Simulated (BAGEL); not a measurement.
# CH5FSSi (SMILES C[SiH](F)S): HF/6-31G(d) (density fitting with qzvpp-jkfit, spherical functions)

What is the vertical singlet–triplet gap of CH5FSSi at HF/6-31G* (density fitting with qzvpp-jkfit, spherical functions)? 

The calculation is run with BAGEL 1.2.2.

1 further run of the same task is left out (set aside as unsound or not needed). Runs told in other sessions of the task aren't counted.

### 1 The system as given

CH5FSSi has 9 atoms, charge 0, and is taken as a singlet. SMILES: `C[SiH](F)S`. Geometry: relaxed at PBE0-D4/def2-TZVP. This is one conformer, not always the lowest.

Bond lengths: C1–Si2 1.851 Å, Si2–F3 1.602 Å, Si2–S4 2.125 Å, C1–H5 1.092 Å, C1–H6 1.093 Å, C1–H7 1.093 Å, Si2–H8 1.481 Å, S4–H9 1.344 Å. Some angles: C1–Si2–F3 107.5°, C1–Si2–S4 112.7°, F3–Si2–S4 110.8°, C1–Si2–H8 113.7°, F3–Si2–H8 107.4°, S4–Si2–H8 104.8°, Si2–C1–H5 110.4°, Si2–C1–H6 110.9°, Si2–C1–H7 110.3°, Si2–S4–H9 94.5°.

### 2 A single-point energy at HF/6-31G(d) (density fitting with qzvpp-jkfit, spherical functions)

Contents of calc.json:

```json
{ "bagel": [

{
  "title": "molecule",
  "basis": "6-31gs.json",
  "df_basis": "qzvpp-jkfit",
  "angstrom": "true",
  "geometry": [
    { "atom": "C", "xyz": [   -0.235500,    0.468400,   -1.033000 ] },
    { "atom": "Si", "xyz": [    0.527400,   -0.559600,    0.304400 ] },
    { "atom": "F", "xyz": [    1.929800,    0.112500,    0.687600 ] },
    { "atom": "S", "xyz": [   -0.718800,   -0.730200,    2.016900 ] },
    { "atom": "H", "xyz": [   -1.176500,    0.025100,   -1.365000 ] },
    { "atom": "H", "xyz": [   -0.438600,    1.481600,   -0.677800 ] },
    { "atom": "H", "xyz": [    0.439900,    0.537900,   -1.889500 ] },
    { "atom": "H", "xyz": [    0.803200,   -1.956200,   -0.102900 ] },
    { "atom": "H", "xyz": [   -1.042300,    0.574300,    2.042100 ] }
  ]
},
{ "title": "hf" },
{ "title": "print", "file": "orbitals.molden", "orbitals": "true" }

]}
```

The basis set 6-31G* is read from a file made from the Basis Set Exchange's data (not shown).

Started as:

```console
$ BAGEL_NUM_THREADS=1 BAGEL calc.json > calc.out
```

The log of the run:

```text
* using 1 threads per process

  ===============================================================
  ===============================================================

  *** Geometry ***

  { "atom" : "C", "xyz" : [     -0.445031,      0.885148,     -1.952087 ] },
  { "atom" : "Si", "xyz" : [      0.996642,     -1.057491,      0.575233 ] },
  { "atom" : "F", "xyz" : [      3.646793,      0.212594,      1.299376 ] },
  { "atom" : "S", "xyz" : [     -1.358335,     -1.379878,      3.811389 ] },
  { "atom" : "H", "xyz" : [     -2.223263,      0.047432,     -2.579476 ] },
  { "atom" : "H", "xyz" : [     -0.828834,      2.799818,     -1.280856 ] },
  { "atom" : "H", "xyz" : [      0.831291,      1.016484,     -3.570638 ] },
  { "atom" : "H", "xyz" : [      1.517828,     -3.696682,     -0.194453 ] },
  { "atom" : "H", "xyz" : [     -1.969662,      1.085270,      3.859010 ] },

  Number of auxiliary basis functions:      498

  Since a DF basis is specified, we compute 2- and 3-index integrals:
    o Being stored without compression. Storage requirement is 0.022 GB

  Number of basis functions:       74
  Number of electrons      :       50

    * METHOD: MOLECULE                             0.25

  *** RHF ***

  === Nuclear Repulsion ===
   225.3147375333

      * DIIS with orbital gradients will be used.

  === RHF iteration (6-31gs.json) ===
      0       -826.58051901          0.01833649           0.06
      1       -826.69994640          0.01041060           0.06
      2       -826.74374983          0.00156171           0.06
      3       -826.74525139          0.00042526           0.06
      4       -826.74536730          0.00008033           0.06
      5       -826.74537352          0.00001965           0.06
      6       -826.74537393          0.00000649           0.06
      7       -826.74537399          0.00000158           0.06
      8       -826.74537399          0.00000043           0.06
      9       -826.74537399          0.00000020           0.06
     10       -826.74537399          0.00000007           0.06
     11       -826.74537399          0.00000002           0.06
     12       -826.74537399          0.00000001           0.06
    * SCF iteration converged.

    * Permanent dipole moment:
           (    0.425142,    -0.365714,     0.738685) a.u.

    * METHOD: HF                                   0.97

    * METHOD: PRINT                                0.01

  ===============================================================
```

It took 1.4 s on 1 thread of Arm Neoverse V1, shared host; peak memory 0.11 GiB.

### 3 The triplet

Contents of job.json:

```json
{ "bagel" : [

{
  "title" : "molecule",
  "basis" : "6-31gs.json",
  "df_basis" : "qzvpp-jkfit",
  "angstrom" : "true",
  "geometry" : [
    { "atom" : "C", "xyz" : [      -0.235500,       0.468400,      -1.033000 ] },
    { "atom" : "Si", "xyz" : [       0.527400,      -0.559600,       0.304400 ] },
    { "atom" : "F", "xyz" : [       1.929800,       0.112500,       0.687600 ] },
    { "atom" : "S", "xyz" : [      -0.718800,      -0.730200,       2.016900 ] },
    { "atom" : "H", "xyz" : [      -1.176500,       0.025100,      -1.365000 ] },
    { "atom" : "H", "xyz" : [      -0.438600,       1.481600,      -0.677800 ] },
    { "atom" : "H", "xyz" : [       0.439900,       0.537900,      -1.889500 ] },
    { "atom" : "H", "xyz" : [       0.803200,      -1.956200,      -0.102900 ] },
    { "atom" : "H", "xyz" : [      -1.042300,       0.574300,       2.042100 ] }
  ]
},

{
  "title" : "uhf",
  "nopen" : 2
},

{
  "title" : "print",
  "file" : "orbitals.molden",
  "orbitals" : "true"
}

]}
```

The basis set 6-31G* is read from a file made from the Basis Set Exchange's data (not shown).

Started as:

```console
$ BAGEL_NUM_THREADS=1 BAGEL job.json > job.out
```

The log of the run:

```text
* using 1 threads per process

  ===============================================================
  ===============================================================

  *** Geometry ***

  { "atom" : "C", "xyz" : [     -0.445031,      0.885148,     -1.952087 ] },
  { "atom" : "Si", "xyz" : [      0.996642,     -1.057491,      0.575233 ] },
  { "atom" : "F", "xyz" : [      3.646793,      0.212594,      1.299376 ] },
  { "atom" : "S", "xyz" : [     -1.358335,     -1.379878,      3.811389 ] },
  { "atom" : "H", "xyz" : [     -2.223263,      0.047432,     -2.579476 ] },
  { "atom" : "H", "xyz" : [     -0.828834,      2.799818,     -1.280856 ] },
  { "atom" : "H", "xyz" : [      0.831291,      1.016484,     -3.570638 ] },
  { "atom" : "H", "xyz" : [      1.517828,     -3.696682,     -0.194453 ] },
  { "atom" : "H", "xyz" : [     -1.969662,      1.085270,      3.859010 ] },

  Number of auxiliary basis functions:      498

  Since a DF basis is specified, we compute 2- and 3-index integrals:
    o Being stored without compression. Storage requirement is 0.022 GB

  Number of basis functions:       74
  Number of electrons      :       50

    * METHOD: MOLECULE                             0.25

  *** Open-shell HF ***

  === Nuclear Repulsion ===
   225.3147375333

      * DIIS with orbital gradients will be used.

  === UHF iteration (6-31gs.json) ===
      0       -826.20875745          0.03926329           0.12
      1       -826.38612297          0.02731468           0.12
      2       -826.45869738          0.01614658           0.12
      3       -826.49750470          0.00230499           0.12
      4       -826.50893299          0.00171456           0.13
      5       -826.51535488          0.00137167           0.13
      6       -826.52481343          0.00073423           0.13
      7       -826.52735650          0.00058131           0.13
      8       -826.52913097          0.00037011           0.12
      9       -826.52940751          0.00027351           0.13
     10       -826.52977124          0.00011166           0.13
     11       -826.52983134          0.00003619           0.13
     12       -826.52983868          0.00001796           0.13
     13       -826.52983975          0.00000780           0.13
     14       -826.52983998          0.00000468           0.13
     15       -826.52984004          0.00000313           0.13
     16       -826.52984006          0.00000232           0.13
     17       -826.52984007          0.00000164           0.13
     18       -826.52984008          0.00000106           0.12
     19       -826.52984008          0.00000069           0.12
     20       -826.52984008          0.00000044           0.12
     21       -826.52984009          0.00000026           0.12
     22       -826.52984009          0.00000015           0.12
     23       -826.52984009          0.00000009           0.12
     24       -826.52984009          0.00000006           0.12
     25       -826.52984009          0.00000005           0.12
     26       -826.52984009          0.00000004           0.12
     27       -826.52984009          0.00000003           0.12
     28       -826.52984009          0.00000002           0.12
     29       -826.52984009          0.00000002           0.12
     30       -826.52984009          0.00000001           0.12
     31       -826.52984009          0.00000001           0.12
    * SCF iteration converged.

    * S^2 (UHF) is 2.0153

    * Permanent dipole moment:
           (    0.196381,     0.134471,     0.866275) a.u.

    * METHOD: UHF                                  4.16

    * METHOD: PRINT                                0.01

  ===============================================================
```

Run time: 4.8 s. Hardware: 1 thread of Arm Neoverse V1, shared host; peak memory 0.11 GiB.

### 4 Outcome

Level: HF/6-31G* (density fitting with qzvpp-jkfit, spherical functions).

```
                                        quantity          value
                           singlet: total energy  -826.74537 Eh
                          singlet: dipole moment         2.36 D
                            singlet: HOMO energy      -10.60 eV
                            singlet: LUMO energy        4.29 eV
                          singlet: HOMO–LUMO gap       14.89 eV
                           triplet: total energy  -826.52984 Eh
                          triplet: dipole moment         2.28 D
                                   triplet: ⟨S²⟩          2.015
vertical energy of the triplet above the singlet       5.865 eV
```

What this shows: At this shape the triplet lies 5.86 eV (566 kJ/mol) above the singlet.
